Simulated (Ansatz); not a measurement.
**BrF (bromine fluoride): FCI/STO-3G**

Aim: the vertical ionisation energy of BrF (bromine fluoride) at FCI/STO-3G, from 2 runs. 

Program for the calculation: Ansatz 0.2.0.

44 further runs of the same task are left out: 6 that didn't finish, 38 set aside as unsound or not needed.

### 1 The system as given

BrF: 2 atoms, total charge 0, spin state singlet. SMILES: `FBr`. The shape is that of a PBE0-D4/def2-TZVP optimisation.

Bond lengths: F1–Br2 1.754 Å.

### 2 A single-point energy at FCI/STO-3G

Input file molecule.yaml:

```yaml
crystal:
  periodic: [false, false, false]
  atoms:
    - {symbol: F, position_ang: [-0.000000, -0.000000, 0.023210]}
    - {symbol: Br, position_ang: [0.000000, 0.000000, 1.776730]}
basis:
  gaussian:
    orbitals: STO-3G
correlation:
  method: fci
  frozen_orbitals: {Br: 9, F: 1}
accuracy: high
```

On the command line:

```sh
$ ansatz run molecule.yaml --threads 1 --pin off --max-ram 3480MiB --events-out events.jsonl --progress --plain --runs-dir runs
```

Log:

```text
Warning: RAYON_NUM_THREADS=1 ignored (pool sized by the plan → 1); use --threads N
Functional definition: HF
  name "HF"
  exchange = exact_x
  correlation = 0
296 factors; integrals over basis functions are off by at most 8.4e-9 eV
mean field evaluation 1: about -71909.2889 eV, gradient 8.7e0 eV
mean field evaluation 2: about -71909.3694 eV, gradient 8.8e0 eV
mean field evaluation 4: about -71909.7864 eV, gradient 2.4e-1 eV
mean field evaluation 8: about -71909.7860 eV, gradient 1.3e-5 eV
mean field -71909.78596323 eV, -2642.6358919451 hartree, gradient 1.6e-8 eV, S^2 0.000000; 0 other end points of the search recorded, 0 dependent functions left out
10 core orbitals not correlated: weight in the atoms' cores, before any rotation towards them, 1.000 or more for the frozen orbitals, at most 0.000 for the correlated occupied ones
reference -71909.78596323 eV, -2642.6358919451 hartree; 12, 12 occupied and 1, 1 virtual orbitals, 296 factors
state -71911.03525113 eV, -2642.6818024285 hartree
Total energy: -71911.03525113 eV, -2642.6818024285 hartree
```

It took 0.12 s on 1 thread of Intel Xeon 6975P-C (Granite Rapids), shared host.

### 3 The doublet cation

Input file molecule.yaml:

```yaml
crystal:
  periodic: [false, false, false]
  atoms:
    - {symbol: F, position_ang: [-0.000000, -0.000000, 0.023210]}
    - {symbol: Br, position_ang: [0.000000, 0.000000, 1.776730]}
basis:
  gaussian: {orbitals: STO-3G}
total_charge: 1
magnetization: {spin_polarized: true, initial_magnetization: 1}
correlation: {method: fci, frozen_orbitals: {Br: 9, F: 1}}
accuracy: high
```

On the command line:

```sh
$ ansatz run molecule.yaml --threads 1 --pin off --max-ram 3480MiB --events-out events.jsonl --progress --plain --runs-dir runs
```

Log, shortened:

```text
Warning: RAYON_NUM_THREADS=1 ignored (pool sized by the plan → 1); use --threads N
Functional definition: HF
  name "HF"
[...]
296 factors; integrals over basis functions are off by at most 8.4e-9 eV
[...]
mean field -71900.96578961 eV, -2642.3117565430 hartree, gradient 3.2e-8 eV, S^2 0.852569; 4 other end points of the search recorded, 0 dependent functions left out
10 core orbitals not correlated: weight in the atoms' cores, before any rotation towards them, 1.000 or more for the frozen orbitals, at most 0.000 for the correlated occupied ones
reference -71900.88611216 eV, -2642.3088284510 hartree; 12, 11 occupied and 1, 2 virtual orbitals, 296 factors
state -71902.87685447 eV, -2642.3819868814 hartree
Total energy: -71902.87685447 eV, -2642.3819868814 hartree
```

Wall time 0.46 s (1 thread of Intel Xeon 6975P-C (Granite Rapids), shared host).

### 4 Summary of results

At FCI/STO-3G, 10 core orbitals frozen:

| quantity | value |
| --- | --- |
| singlet BrF: total energy | -2642.68180 Eh |
| singlet BrF: correlation energy (10 core orbitals frozen) | -45.9 mEh |
| doublet cation: total energy | -2642.38199 Eh |
| doublet cation: correlation energy (10 core orbitals frozen) | -73.2 mEh |
| vertical ionisation energy (to the doublet cation) | 8.158 eV |

In words: Removing an electron at fixed nuclei costs 8.16 eV (188 kcal/mol). In a minimal basis such a difference can be off by several eV, whatever the method.
